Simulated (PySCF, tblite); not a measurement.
**C7H11NOSi: geometry, infrared bands and NMR shifts**

Aim: predict the infrared bands and NMR shifts of C7H11NOSi (`CC(=O)[C@@H]1C[C@]1([SiH3])CC#N`).

Computed with tblite 0.8.0 and PySCF 2.14.0, with density-fitted response routines of our own, on a single molecule in the gas phase. Atoms are numbered from 0 throughout.

## 1. The molecule as given

21 atoms, charge 0, multiplicity 1; geometry from: force field or distance geometry start.

Bonds of the start (Å): C0–C1 1.51, C1–O2 1.21, C1–C3 1.49, C3–C4 1.52, C4–C5 1.52, C5–Si6 1.93, C5–C7 1.51, C7–C8 1.46, C8–N9 1.16, C5–C3 1.54, C0–H10 1.09, C0–H11 1.09, C0–H12 1.11, C3–H13 1.10, C4–H14 1.07, C4–H15 1.08, Si6–H16 1.48, Si6–H17 1.49, Si6–H18 1.48, C7–H19 1.10, C7–H20 1.09.

## 2. Geometry optimisation with GFN2-xTB

Job settings and geometry (Å):

```
{"job": {"kind": "relax", "xc": "GFN2-xTB", "basis": "xTB"}, "charge": 0, "multiplicity": 1}
C      2.742700     0.439000    -0.671600
C      1.431600    -0.190300    -1.085700
O      1.072000    -0.285300    -2.236300
C      0.593600    -0.709200     0.036200
C     -0.537500    -1.682700    -0.233900
C     -0.866700    -0.270100     0.216700
Si    -1.481000    -0.133400     2.039900
C     -1.538300     0.676200    -0.749400
C     -0.951400     1.997500    -0.524700
N     -0.485200     3.038300    -0.314700
H      3.218700     0.869800    -1.551700
H      3.388600    -0.315500    -0.230500
H      2.539300     1.242000     0.060900
H      1.175800    -0.927200     0.940200
H     -0.658000    -2.516600     0.433500
H     -0.730200    -1.949800    -1.264900
H     -1.102300     1.184200     2.604700
H     -0.850000    -1.218700     2.845700
H     -2.956000    -0.292900     2.061200
H     -2.623500     0.691500    -0.587900
H     -1.391100     0.370000    -1.788400
```

On the command line:

```
OMP_NUM_THREADS=1 python probes_run.py task.json out
```

One launch serves the whole session: the jobs run in the order shown.

**Question.** This job is followed by: GFN2-xTB harmonic vibrations, gas phase; GIAO PBE0/pcSseg-1 NMR shielding, non-relativistic, gas phase. Predict these results of the whole session: strongest single infrared mode (GFN2-xTB); zero-point energy (GFN2-xTB); 13C shifts against TMS (PBE0/pcSseg-1); 1H shifts against TMS (PBE0/pcSseg-1, means over atoms taken as alike); 17O shifts against H2O (PBE0/pcSseg-1); 29Si shifts against TMS (PBE0/pcSseg-1); 15N shifts against NH3 (PBE0/pcSseg-1).

**Answer**, as computed:

```
                                                              quantity                                           value
                             strongest single infrared mode (GFN2-xTB)                            790 cm⁻¹, 447 km/mol
                                          zero-point energy (GFN2-xTB)                                   98.5 kcal/mol
                                13C shifts against TMS (PBE0/pcSseg-1)  212.3, 124.6, 36.3, 30.3, 24.0, 18.3, 17.9 ppm
1H shifts against TMS (PBE0/pcSseg-1, means over atoms taken as alike)    4.06, 3.03, 2.59, 2.24, 2.00, 1.42, 0.98 ppm
                                17O shifts against H2O (PBE0/pcSseg-1)                                       639.4 ppm
                               29Si shifts against TMS (PBE0/pcSseg-1)                                       -55.4 ppm
                                15N shifts against NH3 (PBE0/pcSseg-1)                                       300.2 ppm
```

The optimisation took 53 steps and gained 0.177 eV; among the close pairs (by a distance rule), C5–Si6 changed most, from 1.929 to 1.897 Å. All 57 modes are real, so the xTB geometry is a minimum. The strongest single mode, at 790 cm⁻¹, is spread over several atoms, H17, H18, H16 among them. Unscaled tight-binding wavenumbers are off by several per cent, some by more. Its intensities can rank the bands wrongly. C1 (ketone carbonyl carbon) lies farthest downfield among carbon, at 212.3 ppm; the double bond to the heteroatom, with no lone-pair donor beside it, deshields it most. At PBE0/pcSseg-1: The largest span, 1229 ppm, is at O2, where the paramagnetic term is -706 ppm.
